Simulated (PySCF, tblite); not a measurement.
**C₄H₁₀B₂F₂O₂: geometry, infrared bands and NMR shifts**

Wanted: the infrared bands and NMR shifts of C₄H₁₀B₂F₂O₂ (`COC(C)(BB(F)F)OC`), by calculation.

Computed with tblite 0.8.0 and PySCF 2.14.0, with density-fitted response routines of our own, on a single molecule in the gas phase. Atoms count from 0, in the outputs and in this text.

**1. The molecule as given**

20 atoms, charge 0, multiplicity 1; geometry from: force field or distance geometry start.

Bonds of the start (Å): C0–O1 1.41, O1–C2 1.42, C2–C3 1.54, C2–B4 1.61, B4–B5 1.66, B5–F6 1.45, B5–F7 1.44, C2–O8 1.43, O8–C9 1.43, C0–H10 1.12, C0–H11 1.11, C0–H12 1.09, C3–H13 1.12, C3–H14 1.12, C3–H15 1.12, B4–H16 1.19, C9–H17 1.11, C9–H18 1.11, C9–H19 1.11.

**2. Relaxing the molecule with GFN2-xTB**

What the job is given:

```
{"job": {"kind": "relax", "xc": "GFN2-xTB", "basis": "xTB"}, "charge": 0, "multiplicity": 1}
C     -0.359400    -1.528700    -1.372300
O     -0.114900    -1.175900    -0.030900
C      0.029800     0.223800     0.182500
C      0.125600     0.502900     1.689800
B      1.388000     0.779700    -0.476700
B      2.849700     0.025300    -0.259300
F      4.033700     0.534500    -0.925000
F      2.952400    -1.154200     0.568700
O     -1.052600     0.957100    -0.401400
C     -2.315600     0.655300     0.185600
H     -1.339300    -1.117900    -1.729100
H     -0.442200    -2.633700    -1.438500
H      0.450600    -1.209200    -2.036000
H      1.054200     0.045900     2.121200
H      0.125900     1.596600     1.906700
H     -0.728100     0.036100     2.253600
H      1.344000     1.698500    -1.229000
H     -3.110500     0.922800    -0.539700
H     -2.435500    -0.419500     0.426400
H     -2.460900     1.271100     1.100400
```

Run with:

```
$ OMP_NUM_THREADS=1 python probes_run.py task.json out
```

This one command runs all jobs of the session in turn.

**Question.** This job is followed by: GFN2-xTB harmonic vibrations, gas phase; GIAO PBE0/pcSseg-1 NMR shielding, non-relativistic, gas phase. Predict these results of the whole session: strongest single infrared mode (GFN2-xTB); zero-point energy (GFN2-xTB); 13C shifts against TMS (PBE0/pcSseg-1, means over atoms taken as alike); 1H shifts against TMS (PBE0/pcSseg-1, means over atoms taken as alike); 17O shifts against H2O (PBE0/pcSseg-1, means over atoms taken as alike); 11B shifts against BF3·OEt2 (PBE0/pcSseg-1); 19F shifts against CFCl3 (PBE0/pcSseg-1, means over atoms taken as alike); surface potential, 1st and 99th percentile.

As calculated:

| quantity | value |
| --- | --- |
| strongest single infrared mode (GFN2-xTB) | 1190 cm⁻¹, 327 km/mol |
| zero-point energy (GFN2-xTB) | 92.1 kcal/mol |
| 13C shifts against TMS (PBE0/pcSseg-1, means over atoms taken as alike) | 116.4, 52.8, 12.5 ppm |
| 1H shifts against TMS (PBE0/pcSseg-1, means over atoms taken as alike) | 7.81, 3.55, 1.08 ppm |
| 17O shifts against H2O (PBE0/pcSseg-1, means over atoms taken as alike) | 62.3 ppm |
| 11B shifts against BF3·OEt2 (PBE0/pcSseg-1) | 83.5, 30.9 ppm |
| 19F shifts against CFCl3 (PBE0/pcSseg-1, means over atoms taken as alike) | -45.0 ppm |
| surface potential, 1st and 99th percentile | -1.22 V and 1.56 V |

What this shows: The optimisation took 103 steps and gained 1.053 eV; among the close pairs (by a distance rule), B5–F6 changed most, from 1.451 to 1.326 Å. All 54 modes are real, so the xTB geometry is a minimum. The strongest single mode, at 1190 cm⁻¹, moves mainly B5. GFN2-xTB is a fitted tight-binding method: band positions and strengths are rough. Its intensities can rank the bands wrongly. At PBE0/pcSseg-1: Shielding is most anisotropic at F6, F7 (span 340 ppm, paramagnetic term -252 ppm). By nearest atom (PBE0/pcSseg-1), the HOMO sits on O1, O8 about 29 % each; C2 8 % and the LUMO on B4 54 %; H16 13 %.
